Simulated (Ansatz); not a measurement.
Run this with the Python package of Ansatz (0.2.0) and show what comes out.

`plus_u_crpbo3.py`
```python
"""DFT+U scan for CrPbO3."""

import ansatz as az
import numpy as np
from tabulate import tabulate

params = {
    "filling": "fermi_dirac",
    "sigma": 0.05,
}


def count_gap(report):
    # lowest empty less highest filled band, counting bands; zero where they overlap
    return max(report.get("gap_by_band_count_ev") or 0.0, 0.0)

lattice = az.Lattice.of(
    (3.91706, 0.0, 0.0),
    (0.0, 3.91706, 0.0),
    (0.0, 0.0, 3.91706),
)
sites = [
    ("Cr", (0.0, 0.0, 0.0)),
    ("Pb", (0.5, 0.5, 0.5)),
    ("O", (0.0, 0.0, 0.5)),
    ("O", (0.0, 0.5, 0.0)),
    ("O", (0.5, 0.0, 0.0)),
]
crystal = az.Crystal(lattice=lattice)
for symbol, position in sites:
    crystal = crystal.atom(symbol, position)
crystal = crystal.moments(Cr=3)

calc = (
    crystal.calculation()
    .functional(az.Functional.PBESOL)
    .basis(17 * az.Ha)
    .kpoints(6)
    .occupations(params["filling"], width=params["sigma"])
    .spin("collinear")
    .band_table()
)
rows = []
for u in [2.0, 4.0, 6.0, 8.0]:
    rep = calc.hubbard("Cr", "d", u_eff=u).run(threads=1, pin="off").report
    shell = rep["hubbard"]["n_scf"]
    rows.append((u, count_gap(rep), sum(shell) / len(shell), max(abs(m) for m in rep["site_moments_mub"]), rep["n_iterations"]))
print(tabulate(rows, headers=["U_eff eV", "gap by band count eV", "Cr d occupation (projector)", "largest moment muB", "iterations"], floatfmt=".4f", tablefmt="plain"))
```

```console
$ python plus_u_crpbo3.py
  U_eff eV    gap by band count eV    Cr d occupation (projector)    largest moment muB    iterations
    2.0000                  0.0000                         4.3291                1.9400            16
    4.0000                  0.0000                         4.2863                2.1504            21
    6.0000                  0.0000                         4.2406                2.3121            21
    8.0000                  0.0000                         4.1874                2.4094            15
```

From U = 2 to 8 eV the largest site moment goes from 1.94 to 2.41 μB.

Reading the output:
- The magnetic order follows from the starting moments and needn't be the lowest.
- For a metal this k-point mesh is coarse: on a finer one energies can move by several to tens of meV an atom and pressures by half a GPa or more, differences at one mesh by less.
- A gap by band count of zero or less means overlapping bands, a metal.
- With one magnetic atom the cell can hold only ferromagnetic order.
- The structure comes from a database of computed cells and needn't be a stable or known phase.
- Levels are Kohn-Sham eigenvalues on this mesh, without spin-orbit coupling.
- Shell occupations and the effect of U depend on the projectors; a run with no .spin step is spin-unpolarised, and each U may end in a state that isn't the lowest.
- Wall time of the script: 74 s on 1 thread of Arm Neoverse V2 (shared host), peak memory 0.8 GiB.
